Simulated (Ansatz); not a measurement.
# BF3: the cost of one run

Method: PBE0-D4/def2-TZVP structures, single points in def2-TZVPP, no counterpoise correction; program: Ansatz 0.2.0, Gaussian basis.

Levels: SPW92, PBE-D4, BLYP-D4, r2SCAN-D4, B97M-V, PBE0-D4, B3LYP-D4, r2SCAN0-D4, BHLYP-D4, CAM-B3LYP-D4, wB97X-V, wB97M-V, B2PLYP, PBE-QIDH, RPA on PBE, Hartree-Fock, MP2, CCSD, CCSD(T).

Cores are frozen in the correlated methods. B3LYP uses VWN-RPA correlation. B2PLYP carries no dispersion term here.

94 further runs of the same task are left out: 94 set aside as unsound or not needed.

### Step 1. The starting structure

The complex: 10 atoms, charge 0, spin multiplicity 1.

Atoms are counted from 1 here; the program's logs count them from 0.

Bond lengths: B1–F2 1.353 Å, B1–F3 1.349 Å, B1–F4 1.359 Å, B1–O6 1.693 Å, H5–O6 0.964 Å, O6–C7 1.437 Å, C7–H8 1.087 Å, C7–H9 1.089 Å, C7–H10 1.090 Å. Angles: F2–B1–F3 117.0°, F2–B1–F4 115.0°, F2–B1–O6 100.6°, F3–B1–F4 115.1°, F3–B1–O6 102.4°, F4–B1–O6 103.5°, B1–O6–H5 108.2°, B1–O6–C7 116.7°, H5–O6–C7 111.1°, O6–C7–H8 105.9°, O6–C7–H9 108.8°, O6–C7–H10 110.4°, H8–C7–H9 110.1°, H8–C7–H10 110.0°, H9–C7–H10 111.4°.

Coordinates:

```csv
atom,x (Å),y (Å),z (Å)
B1,0.1060,-1.3688,-0.1394
F2,0.4286,-1.9728,-1.3067
F3,-1.1077,-1.6484,0.3797
F4,1.1160,-1.2922,0.7670
H5,0.6564,0.4464,-1.2433
O6,-0.0803,0.2313,-0.6594
C7,-0.2376,1.2278,0.3643
H8,-1.0941,0.9154,0.9556
H9,-0.4398,2.1877,-0.1089
H10,0.6526,1.2734,0.9912
```

Its parts: BF3 holds atoms 1, 2, 3, 4; CH4O holds atoms 5, 6, 7, 8, 9, 10. Each part counts its atoms afresh in its own runs.

### Step 2. Relaxing BF3 alone

File relax-a/in.yaml:

```yaml
crystal:
  periodic: [false, false, false]
  atoms:
    - {symbol: B, position_ang: [0.106046, -1.368786, -0.139429]}
    - {symbol: F, position_ang: [0.428598, -1.972831, -1.306669]}
    - {symbol: F, position_ang: [-1.107684, -1.648397, 0.379676]}
    - {symbol: F, position_ang: [1.116023, -1.292168, 0.767039]}
basis:
  gaussian: {orbitals: def2-TZVP}
hamiltonian: {xc: pbe0, dispersion: d4}
relax: {f_tol: 0.005, max_steps: 200}
```

On the command line:

```bash
ansatz run in.yaml --threads 8 --pin off --events-out ev --progress --plain --max-ram 19148MiB
```

**Question.** How long does this run take on 8 threads of Arm Neoverse V1, shared host?

About 2.6 s.
